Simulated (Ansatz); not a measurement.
# InH3 (SMILES [H][In]([H])[H]) at 6 levels

Wanted: a comparison of 6 runs (HF/STO-3G, B2PLYP/STO-3G, PBE0/STO-3G, UPBE/STO-3G, MP2/STO-3G, UMP2/STO-3G) of InH3. 

The calculation is run with Ansatz 0.2.0.

27 further runs of the same task are left out: 1 that didn't finish, 26 set aside as unsound or not needed.

## 1. Starting point

InH3: 4 atoms, total charge 0, spin state singlet. SMILES: `[H][In]([H])[H]`. The H2–In1 distance was set to 3.437 Å, away from the relaxed value. At this shape a bond of the SMILES string is far longer than usual.

Bond lengths: In1–H3 1.719 Å, In1–H4 1.718 Å. Angles: H3–In1–H4 119.9°.

## 2. A single-point energy at HF/STO-3G (run 1)

Contents of molecule.yaml:

```yaml
crystal:
  periodic: [false, false, false]
  atoms:
    - {symbol: In, position_ang: [-1.717629, 0.026310, -0.014590]}
    - {symbol: H, position_ang: [1.718930, -0.027790, 0.013510]}
    - {symbol: H, position_ang: [-2.552779, 1.528450, -0.031830]}
    - {symbol: H, position_ang: [-2.603329, -1.445830, -0.009240]}
basis:
  gaussian:
    orbitals: STO-3G
hamiltonian:
  xc: hf
accuracy: high
```

Run with:

```sh
ansatz run molecule.yaml --threads 1 --pin off --max-ram 2610MiB --events-out events.jsonl --progress --plain --runs-dir runs
```

Output:

```text
Warning: RAYON_NUM_THREADS=1 ignored (pool sized by the plan → 1); use --threads N
Functional definition: HF
  name "HF"
  exchange = exact_x
  correlation = 0
523 factors; integrals over basis functions are off by at most 4.0e-9 eV
mean field evaluation 1: about -154674.4876 eV, gradient 1.1e1 eV
mean field evaluation 2: about -154674.4869 eV, gradient 1.1e1 eV
mean field evaluation 4: about -154677.8890 eV, gradient 2.0e0 eV
mean field evaluation 8: about -154677.9226 eV, gradient 8.3e-5 eV
mean field -154677.92264228 eV, -5684.3088126421 hartree, gradient 8.6e-8 eV, S^2 0.000000; 0 other end points of the search recorded, 0 dependent functions left out
reference -154677.92264228 eV, -5684.3088126421 hartree; 26, 26 occupied and 4, 4 virtual orbitals, 523 factors
Total energy: -154677.92264228 eV, -5684.3088126421 hartree
```

It took 0.24 s on 1 thread of AMD EPYC 9R45 (Zen 5), shared host.

## 3. A single-point energy at B2PLYP/STO-3G (run 2)

Contents of run.yaml:

```yaml
crystal:
  periodic: [false, false, false]
  atoms:
    - symbol: In
      position_ang: [-1.717629, 0.026310, -0.014590]
    - symbol: H
      position_ang: [1.718930, -0.027790, 0.013510]
    - symbol: H
      position_ang: [-2.552779, 1.528450, -0.031830]
    - symbol: H
      position_ang: [-2.603329, -1.445830, -0.009240]
basis:
  gaussian:
    orbitals: STO-3G
hamiltonian:
  xc: {name: B2PLYP}
correlation:
  frozen_orbitals: {H: 0, In: 18}
accuracy: high
```

Run with:

```sh
ansatz run run.yaml --threads 1 --pin off --max-ram 2610MiB --events-out events.jsonl --progress --plain --runs-dir runs
```

Output, cut to the lines that bear on the results:

```text
Warning: RAYON_NUM_THREADS=1 ignored (pool sized by the plan → 1); use --threads N
Functional definition: B2PLYP
  name "B2PLYP"
[...]
523 factors; integrals over basis functions are off by at most 4.0e-9 eV
[...]
mean field -154720.87478735 eV, -5685.8872748594 hartree, gradient 1.7e-8 eV, S^2 0.000000; 0 other end points of the search recorded, 0 dependent functions left out; unrestricted orbitals would lower it
18 core orbitals not correlated: weight in the atoms' cores, before any rotation towards them, 1.000 or more for the frozen orbitals, at most 0.000 for the correlated occupied ones
reference -154720.87480566 eV, -5685.8872755325 hartree; 8, 8 occupied and 4, 4 virtual orbitals, 523 factors
second order -4.01482821 eV of doubles, -0.00000000 eV of singles
Total energy: -154721.95880928 eV, -5685.9271119306 hartree
```

It took 0.68 s on 1 thread of AMD EPYC 9R45 (Zen 5), shared host; peak memory 0.12 GiB.

Run 3 isn't shown in full; the table further down has it.

## 4. A single-point energy at UPBE/STO-3G (run 4)

Contents of job.yaml:

```yaml
crystal:
  periodic: [false, false, false]
  atoms:
    - {symbol: In, position_ang: [-1.717629, 0.026310, -0.014590]}
    - {symbol: H, position_ang: [1.718930, -0.027790, 0.013510]}
    - {symbol: H, position_ang: [-2.552779, 1.528450, -0.031830]}
    - {symbol: H, position_ang: [-2.603329, -1.445830, -0.009240]}
basis:
  gaussian:
    orbitals: STO-3G
magnetization:
  spin_polarized: true
hamiltonian:
  xc: pbe
accuracy: high
```

Run with:

```sh
ansatz run job.yaml --threads 1 --pin off --max-ram 2610MiB --events-out events.jsonl --progress --plain --runs-dir runs
```

Output:

```text
Warning: RAYON_NUM_THREADS=1 ignored (pool sized by the plan → 1); use --threads N
Functional definition: PBE
  name "PBE"
  parameter kappa = 0.804
  parameter beta = 0.06672455060314922
  exchange = pbe_x(kappa = kappa, mu = beta*pi^2/3)
  correlation = pbe_c(beta = beta)
523 factors; integrals over basis functions are off by at most 4.0e-9 eV
mean field evaluation 1: about -154702.2366 eV, gradient 3.5e1 eV
mean field evaluation 2: about -154703.2846 eV, gradient 1.9e1 eV
mean field evaluation 4: about -154707.9269 eV, gradient 9.2e0 eV
mean field evaluation 8: about -154714.5739 eV, gradient 1.1e1 eV
mean field evaluation 16: about -154718.7398 eV, gradient 4.1e-8 eV
mean field evaluation 32: about -154717.7674 eV, gradient 1.2e1 eV
mean field -154719.26048431 eV, -5685.8279503169 hartree, gradient 3.0e-8 eV, S^2 0.847312; 3 other end points of the search recorded, 0 dependent functions left out
reference -154719.26048636 eV, -5685.8279503923 hartree; 26, 26 occupied and 4, 4 virtual orbitals, 523 factors
Total energy: -154719.26048636 eV, -5685.8279503923 hartree
```

It took 2.3 s on 1 thread of AMD EPYC 9R45 (Zen 5), shared host; peak memory 0.14 GiB.

Run 5 isn't shown in full; the table further down has it.

## 5. A single-point energy at UMP2/STO-3G (run 6)

job.yaml, as its differences from that of step 4:

```diff
@@ -12,4 +12,5 @@
   spin_polarized: true
-hamiltonian:
-  xc: pbe
+correlation:
+  method: mp2
+  frozen_orbitals: {H: 0, In: 18}
 accuracy: high
```

Run with:

```sh
ansatz run job.yaml --threads 1 --pin off --max-ram 2610MiB --events-out events.jsonl --progress --plain --runs-dir runs
```

Output, cut to the lines that bear on the results:

```text
Warning: RAYON_NUM_THREADS=1 ignored (pool sized by the plan → 1); use --threads N
Functional definition: HF
  name "HF"
[...]
523 factors; integrals over basis functions are off by at most 4.0e-9 eV
[...]
mean field -154681.31406714 eV, -5684.4334452069 hartree, gradient 2.4e-8 eV, S^2 0.970303; 5 other end points of the search recorded, 0 dependent functions left out
18 core orbitals not correlated: weight in the atoms' cores, before any rotation towards them, 1.000 or more for the frozen orbitals, at most 0.000 for the correlated occupied ones
reference -154681.31406714 eV, -5684.4334452069 hartree; 8, 8 occupied and 4, 4 virtual orbitals, 523 factors
second order -0.64129629 eV of doubles, -0.00000000 eV of singles
Total energy: -154681.95536342 eV, -5684.4570124107 hartree
```

Wall time 0.44 s (1 thread of AMD EPYC 9R45 (Zen 5), shared host).

## 6. The series

```csv
run,level,frozen core orbitals,energy (Eh),wall time
1,HF/STO-3G,–,-5684.308813,0.24 s
2,B2PLYP/STO-3G,18,-5685.927112,0.68 s
3,PBE0/STO-3G,–,-5686.115302,0.68 s
4,UPBE/STO-3G,–,-5685.827950,2.3 s
5,MP2/STO-3G,18,-5684.401073,0.32 s
6,UMP2/STO-3G,18,-5684.457012,0.44 s
```

## 7. Outcome

```
                                           quantity           value
                                run 6: total energy  -5684.45701 Eh
run 6: correlation energy (18 core orbitals frozen)       -23.6 mEh
           run 6: ⟨S²⟩ of the reference determinant           0.970
```

Below the HF energy at the same shape and in the same basis (STO-3G): MP2 -92.3 mEh; UMP2 -148.2 mEh. Some of these start from another determinant than that one, so these aren't their correlation energies. Totals of different functionals can't be ranked against each other. In runs 2, 5 the log says that unrestricted orbitals would lower the reference, so the values rest on an unstable closed-shell determinant (other closed-shell runs at this shape may share the fault). In runs 1, 2, 3, 4, 5, 6 the basis is minimal, so the values are rough. In runs 1, 2, 3, 4, 5, 6 relativity is left out where basis or elements ask for it. Spin contamination of the reference: run 6 ⟨S²⟩ = 0.97, run 4 ⟨S²⟩ = 0.85. Where it is this large, the reference is a mixture of spin states, and values that rest on it are in doubt. All runs together took 4.7 s, the longest 2.3 s.
